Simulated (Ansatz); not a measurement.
Born–Oppenheimer molecular dynamics of a periodic cell of 28 atoms, AlZn$_{2}$SbH$_{12}$O$_{12}$ (host AlZn2SbH12O12, host structure P-3). It starts from an unrelaxed structure (largest force component 0.32 eV/Å).

All numbers below come from DFT PBEsol, scalar-relativistic, plane waves, PAW (Ansatz 0.2.0). Settings: cutoff 420 eV, k mesh 2x2x1, fermi-dirac smearing 0.05 eV, no spin polarisation.

```
ensemble                      : NVE (velocity Verlet)
time step                     : 0.5 fs
steps asked                   : 120
starting velocities drawn for : 3000 K
seed                          : 982733
```

First frame:

```xyz
28
Lattice="5.5095 0.0000 0.0000 -2.7548 4.7714 0.0000 0.0000 0.0000 10.0003" Properties=species:S:1:pos:R:3
Al 0.000 0.000 0.000
Zn 2.755 1.591 9.940
Zn 0.000 3.181 0.060
Sb 0.000 0.000 5.000
H 0.582 4.156 6.114
H 2.173 0.615 3.886
H 0.554 2.189 6.114
H 2.201 2.582 3.886
H -1.136 3.197 6.114
H 3.890 1.574 3.886
H 1.842 3.410 8.003
H 0.913 1.361 1.997
H -0.722 1.472 8.003
H 3.477 3.300 1.997
H -1.119 4.661 8.003
H 3.874 0.110 1.997
O 1.909 3.328 8.991
O 0.845 1.443 1.009
O -0.827 1.454 8.991
O 3.582 3.318 1.009
O -1.082 4.761 8.991
O 3.837 0.011 1.009
O 1.485 3.725 6.189
O 1.270 1.046 3.811
O -0.271 1.623 6.189
O 3.026 3.149 3.811
O -1.214 4.195 6.189
O 3.969 0.577 3.811
```

(1) What does the run give?

(2) What happens to the structure?

(3) How do temperature and energy run in time?

## Answers

(1) All steps were run.

| Item | Value |
| --- | --- |
| steps done | 120 |
| time covered | 60 fs |
| mean temperature over the second half | 1425 K |
| spread of the potential energy over the second half | 11.0 meV per atom |
| mean potential energy of the second half above the start | 197.0 meV per atom |

The conserved energy stayed within 0.98 meV per atom of its start (net change 0.63 meV per atom), so the integration is sound. The temperature averaged 0.47 of the 3000 K drawn at the start: a run that starts near a minimum puts about half its kinetic energy into the potential. A run of 0.06 ps of so small a system gives no equilibrium averages. Limits of this set-up: coarse k mesh.

(2) Mean squared displacements from the first frame to the last, about the centre of mass: Al 0.13 Å², Zn 0.12 Å², Sb 0.08 Å², H 0.92 Å², O 0.43 Å². Another seed would give other details.

(3) 
```tsv
time (fs)	T (K)	potential energy less start (eV)	conserved less start (meV/atom)
0.0	3000	0.000	0.00
5.0	2354	2.269	0.57
10.0	1823	4.118	0.38
15.0	1469	5.361	0.63
20.0	1385	5.648	0.47
25.0	1279	6.024	0.60
30.0	1514	5.196	0.30
35.0	1491	5.281	0.49
40.0	1435	5.478	0.52
45.0	1463	5.373	0.33
50.0	1508	5.223	0.60
55.0	1555	5.048	0.23
60.0	1320	5.881	0.63
```

Run time: 8.6 min on 1 thread of Arm Neoverse V1 (shared host), peak memory 0.59 GiB.
